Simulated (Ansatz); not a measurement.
Runs of Ansatz 0.2.0 on TaWC2. It takes space group R-3m (No. 166, trigonal). Conventional cell: a = 3.144 Å, b = 3.144 Å, c = 15.305 Å, α = 90.00°, β = 90.00°, γ = 120.00°. Around W (site symmetry -3m) lie 6 C at 2.21 Å. Ta (site symmetry -3m) is surrounded by 6 C at 2.23 Å. Around C (site symmetry 3m) lie 3 W at 2.21 Å and 3 Ta at 2.23 Å. The cell comes from a database or a generator and needn't be the stable form of this composition.

```tsv
share of exact exchange	gap on the mesh (eV)	pressure (GPa)	largest force (eV/Å)
0.25	none	(b)	0.01
0.5	none	-18.4	0.08
0.3	none	-12.4	(c)
0.4	none	(a)	0.05
```

Alike in all rows: task single point; level HSE06 form with a typed share of exact exchange; potentials or basis Ansatz PAW; no spin polarisation; cell as given; k mesh 5 × 5 × 5; cutoff (eV) 420; smearing fermi-dirac 0.05 eV; the mesh is coarse, so values aren't converged.

Problem. Estimate the missing entries.

Solution. (a) -15.4; (b) -10.9; (c) 0.02.

Caveats: all runs use coarse meshes; the PAW data sets come from PBE, with cores solved anew for the run's functional, which leaves a small shift of forces and pressure; the thresholds are loose for stress.

A k mesh can miss the band edges, and the runs leave out spin-orbit coupling on Ta, W.

A gap of «none» marks a metal or a gap under the smearing width.
